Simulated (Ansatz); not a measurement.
# CuS: the cost of one run

Program: Ansatz 0.2.0. Level of theory: DFT PBEsol, scalar-relativistic, plane waves, PAW. These are calculated values, not measurements.

### Step 1. The starting structure

The structure is cubic, space group Fm-3m (No. 225). Conventional cell: a = 4.880 Å, b = 4.880 Å, c = 4.880 Å, α = 90.00°, β = 90.00°, γ = 90.00°. Around Cu (site symmetry m-3m) lie 6 S at 2.44 Å. Around S (site symmetry m-3m) lie 6 Cu at 2.44 Å.

As a file:

```
Cu S
1.0
     0.00000    2.43990    2.43990
     2.43990    0.00000    2.43990
     2.43990    2.43990    0.00000
Cu S
1 1
Direct
  0.00000 0.00000 0.00000
  0.50000 0.50000 0.50000
```

It goes back to an entry of the Materials Project, which need not be the stable form.

The cell is taken as given, not relaxed at this level.

### Step 2. The reference cell

Reference values: F = -7473.9558 eV; pressure -5.31 GPa; largest force 0.000 eV/Å; gap on the mesh none (metal). It was computed beforehand with the settings of the runs below.

### Step 3. The scan: shifting one sublattice

Every S atom is moved by x along the Cartesian unit vector (0.000, 0.000, -1.000); the cell and all other atoms stay fixed. Forces below are components along that vector, summed over the moved atoms.

### Step 4. x = -0.100 Å

input.yaml

```yaml
crystal:
  lattice:
    - [0.0, 2.439903, 2.439903]
    - [2.439903, 0.0, 2.439903]
    - [2.439903, 2.439903, 0.0]
  atoms:
    - { symbol: Cu, position: [0.0, 0.0, 0.0] }
    - { symbol: S, position: [0.5204926179, 0.5204926179, 0.4795073821] }
basis:
  ecutwfc: 420
kpoints:
  mp_grid: { grid: [16, 16, 16] }
hamiltonian:
  xc: pbesol
scf:
  occupations: { method: gaussian, width: 0.15 }
output:
  forces: true
  stress: true
  eigenvalues: true
```

**Question.** How long does this run take on 1 thread of an Arm CPU, shared host, and how much memory does it need?

About 16 s, with a peak of 0.46 GiB.
